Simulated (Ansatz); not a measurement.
# CH5BrGe: the cost of one run

Computed with Ansatz 0.2.0 through its Python package. Level of theory: PBE0/def2-SVP.

## (1) The structure

Bond lengths: Ge1–C2 1.883 Å, C2–Br3 1.921 Å, Ge1–H4 1.516 Å, Ge1–H5 1.561 Å, Ge1–H6 1.606 Å, C2–H7 1.132 Å, C2–H8 1.069 Å. Angles: Ge1–C2–Br3 107.9°, Ge1–C2–H7 110.1°, Ge1–C2–H8 111.3°, Br3–C2–H7 109.2°, Br3–C2–H8 109.1°, H7–C2–H8 109.2°, C2–Ge1–H4 111.2°, C2–Ge1–H5 112.5°, C2–Ge1–H6 110.5°, H4–Ge1–H5 106.6°, H4–Ge1–H6 108.9°, H5–Ge1–H6 106.9°.

No structure file is read: the coordinates are typed or built in the script.

## (2) The script

The input, ch5brge_freq.py:

```python
import ansatz as az
import numpy as np

GEOMETRY = """
Ge   -0.52390    0.56290   -0.46040
C     0.48840   -0.57630    0.64590
Br    1.63020   -1.63220   -0.48180
H    -1.34620   -0.22880   -1.45840
H     0.36990    1.53700   -1.29070
H    -1.51050    1.47270    0.42170
H     1.12600    0.03450    1.35430
H    -0.14170   -1.22690    1.21360
"""

geometry = az.Crystal.molecule()
for line in GEOMETRY.strip().splitlines():
    symbol, *xyz = line.split()
    geometry = geometry.atom(symbol, [float(v) for v in xyz])

setup = (
    geometry.calculation()
    .basis(gaussian="def2-SVP")
    .functional("PBE0")
)
symbols = [site.symbol for site in geometry.cartesian_sites]
start = np.array([site.position_ang for site in geometry.cartesian_sites], dtype=float)
report = setup.relax(force_tolerance=0.003).run().report
end = np.array(report["positions_ang"])

print("bond        before    after (A)")
for i, j in [(0, 1), (0, 3), (0, 4), (0, 5), (1, 2), (1, 6), (1, 7)]:
    d0, d1 = (np.linalg.norm(xyz[i] - xyz[j]) for xyz in (start, end))
    print(f"{symbols[i]}{i}-{symbols[j]}{j}".ljust(10), f"{d0:8.4f} {d1:8.4f}")

minimum = az.Crystal.molecule()
for symbol, xyz in zip(symbols, end):
    minimum = minimum.atom(symbol, xyz.tolist())
vibrating = (
    minimum.calculation()
    .basis(gaussian="def2-SVP")
    .functional("PBE0")
    .phonons(temperatures=(200, 600, 100))
)
vib = vibrating.run().report["vibrations"]
sums = vib["harmonic_sums"]
modes = [m["omega_inv_cm"] for m in sums["modes_at_gamma"] if m["rigid_motion"] == "no"]
print("frequencies (1/cm):", " ".join(f"{w:.0f}" for w in modes))
print("imaginary modes:", sum(w < 0 for w in modes), " zero-point energy:", round(sums["zero_point_energy_ev"], 4), "eV")
print("T (K)   F_vib (eV)   S_vib (meV/K)   C_vib (meV/K)")
for row in zip(sums["temperatures_k"], sums["vibrational_free_energy_ev"], vib["entropy_ev_per_k"], vib["heat_capacity_ev_per_k"]):
    print(f"{row[0]:6.1f} {row[1]:11.4f} {1000 * row[2]:13.4f} {1000 * row[3]:15.4f}")
```

## (3) Running it

Launch:

```bash
> python ch5brge_freq.py
```

**Question.** How long does this script take on 1 thread of Intel Xeon Platinum 8259CL at 2.50GHz (Skylake/Cascade Lake), shared host, and how much memory does it need?

About 5 min, with a peak of 0.34 GiB.
